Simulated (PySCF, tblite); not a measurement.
# C₇H₁₅OP: infrared bands and NMR shifts

Aim: predict the infrared bands and NMR shifts of C₇H₁₅OP (`CC[P@H](=O)C1CCCC1`).

Computed with tblite 0.8.0 and PySCF 2.14.0, with density-fitted response routines of our own, on a single molecule in the gas phase. Atoms count from 0, in the outputs and in this text.

### Step 1. The starting structure

24 atoms, charge 0, multiplicity 1; geometry from: GFN2-xTB.

Bonds of the start (Å): C0–C1 1.52, C1–P2 1.84, P2–O3 1.46, P2–C4 1.84, C4–C5 1.53, C5–C6 1.54, C6–C7 1.53, C7–C8 1.52, C8–C4 1.52, C0–H9 1.09, C0–H10 1.09, C0–H11 1.09, C1–H12 1.09, C1–H13 1.09, P2–H14 1.40, C4–H15 1.10, C5–H16 1.09, C5–H17 1.09, C6–H18 1.09, C6–H19 1.09, C7–H20 1.09, C7–H21 1.09, C8–H22 1.09, C8–H23 1.09.

### Step 2. Infrared spectrum with GFN2-xTB

The job: settings as JSON, then the geometry in Å.

```
{"job": {"kind": "ir", "xc": "GFN2-xTB", "basis": "xTB"}, "charge": 0, "multiplicity": 1}
C      3.276367    -0.579238    -1.123354
C      2.357454    -0.132130     0.004072
P      0.744179     0.356128    -0.722435
O      0.842796     1.455473    -1.684801
C     -0.386914     0.651247     0.703678
C     -0.949046    -0.670094     1.228738
C     -2.266818    -0.881600     0.459052
C     -2.399256     0.320336    -0.484081
C     -1.599706     1.420696     0.199900
H      3.378543     0.223133    -1.851681
H      4.263438    -0.839889    -0.746494
H      2.857416    -1.446473    -1.632855
H      2.761263     0.755697     0.500435
H      2.227205    -0.918927     0.747444
H      0.300605    -0.845142    -1.281674
H      0.181139     1.206985     1.457346
H     -1.134947    -0.604630     2.301346
H     -0.248896    -1.490506     1.061984
H     -2.267399    -1.821691    -0.091427
H     -3.107835    -0.905740     1.152914
H     -3.438437     0.594855    -0.659800
H     -1.932773     0.102831    -1.449285
H     -1.311598     2.217504    -0.486262
H     -2.158516     1.850939     1.033262
```

**Question.** This job is followed by: GIAO PBE0/pcSseg-1 NMR shielding, non-relativistic, gas phase. Predict these results of the whole session: strongest single infrared mode (GFN2-xTB); zero-point energy (GFN2-xTB); 13C shifts against TMS (PBE0/pcSseg-1); 1H shifts against TMS (PBE0/pcSseg-1, means over atoms taken as alike); 31P shifts against H3PO4 (PBE0/pcSseg-1); 17O shifts against H2O (PBE0/pcSseg-1).

The runs gave:

```
                                                              quantity                                                                             value
                             strongest single infrared mode (GFN2-xTB)                                                             2256 cm⁻¹, 213 km/mol
                                          zero-point energy (GFN2-xTB)                                                                    130.5 kcal/mol
                                13C shifts against TMS (PBE0/pcSseg-1)                                      43.4, 29.5, 28.5, 26.0, 25.1, 24.7, 10.3 ppm
1H shifts against TMS (PBE0/pcSseg-1, means over atoms taken as alike)  6.45, 2.77, 1.97, 1.79, 1.79, 1.76, 1.71, 1.71, 1.50, 1.42, 1.32, 1.26, 1.16 ppm
                              31P shifts against H3PO4 (PBE0/pcSseg-1)                                                                          14.3 ppm
                                17O shifts against H2O (PBE0/pcSseg-1)                                                                          83.8 ppm
```

In words: No mode is imaginary among the 66: a minimum at this level. The strongest single mode, at 2256 cm⁻¹, moves mainly H14. Unscaled tight-binding wavenumbers are off by several per cent, some by more. Its intensities can rank the bands wrongly. At PBE0/pcSseg-1: The largest span, 265 ppm, is at P2, where the paramagnetic term is -663 ppm.
